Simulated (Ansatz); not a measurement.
# AlFe3: relaxation and properties

This session takes AlFe3 and sets out to find the equilibrium cell and compute bands, density of states and charges.

Program: Ansatz 0.2.0. Level of theory: DFT PBEsol, scalar-relativistic, plane waves, PAW. These are calculated values, not measurements.

**1. The system as given**

It takes space group Fm-3m (No. 225, cubic). Conventional cell: a = 5.774 Å, b = 5.774 Å, c = 5.774 Å, α = 90.00°, β = 90.00°, γ = 90.00°. Al (site symmetry m-3m) has 8 Fe at 2.50 Å as nearest neighbours. Around Fe (site symmetry m-3m) lie 8 Fe at 2.50 Å. Around Fe (site symmetry -43m) lie 4 Al at 2.50 Å and 4 Fe at 2.50 Å.

Coordinates:

```xyz
4
Lattice="0.0000 2.8871 2.8871 2.8871 0.0000 2.8871 2.8871 2.8871 0.0000" Properties=species:S:1:pos:R:3 pbc="T T T"
Al    0.0000    0.0000    0.0000
Fe    2.8871    2.8871    2.8871
Fe    1.4436    1.4436    1.4436
Fe    4.3307    4.3307    4.3307
```

Source of the structure: the Materials Project (structure only).

(A quick probe on a coarse mesh, which set the mesh and smearing, is not shown.)

**3. Coarse relaxation**

input.yaml

```yaml
crystal:
  lattice:
    - [0.0, 2.8871421494, 2.8871421494]
    - [2.8871421494, 0.0, 2.8871421494]
    - [2.8871421494, 2.8871421494, 0.0]
  atoms:
    - { symbol: Al, position: [0.0, 0.0, 0.0] }
    - { symbol: Fe, position: [0.5, 0.5, 0.5], spin: 2.65 }
    - { symbol: Fe, position: [0.25, 0.25, 0.25], spin: 2.19 }
    - { symbol: Fe, position: [0.75, 0.75, 0.75], spin: 2.19 }
basis:
  ecutwfc: 420
kpoints:
  mp_grid: { grid: [6, 6, 6] }
hamiltonian:
  xc: pbesol
scf:
  occupations: { method: gaussian, width: 0.1 }
output:
  forces: true
  stress: true
  eigenvalues: true
  populations: true
magnetization:
  spin_polarized: true
relax:
  adjacent_minimum: "off"
  f_tol: 0.05
  max_steps: 80
  cell: { stress_tol: 0.5 }
```

The run is started by

```
$ ansatz run input.yaml --threads 1 --pin off --max-ram 2560MiB --backend cpu --events-out ev --progress --plain --runs-dir out
```

The session goes on with these runs: the relaxation; static run: bands, density of states and charges.

What does the calculation give? Wanted: relaxed cell; volume; formation energy; total moment; gap; states at the Fermi level; Bader charges.

The runs gave:

```
                                                               quantity                                                                      value
                                            relaxed cell (conventional)  a = 5.662 Å, b = 5.662 Å, c = 5.662 Å, α = 90.00°, β = 90.00°, γ = 90.00°
                                                   space group (0.01 Å)                                                            Fm-3m (No. 225)
                                                                 volume                                                              11.34 Å³/atom
formation energy (elements from runs with the same settings, not shown)                                                              -0.19 eV/atom
                                                           total moment                                                               5.77 μB/cell
                                                                    gap                                                               none (metal)
                                              states at the Fermi level                                                       2.66 per eV per cell
                                                          Bader charges                                              Al +1.65, Fe -0.78 to -0.08 e
```

**Reading.** Relaxation lowered the volume by 5.7 %. It comes out metallic. Of the projected weight within 0.25 eV of the Fermi level, the largest part is Fe 3d (93 %). Charge transfer between the atoms is strong (Bader charges up to 1.6 e).
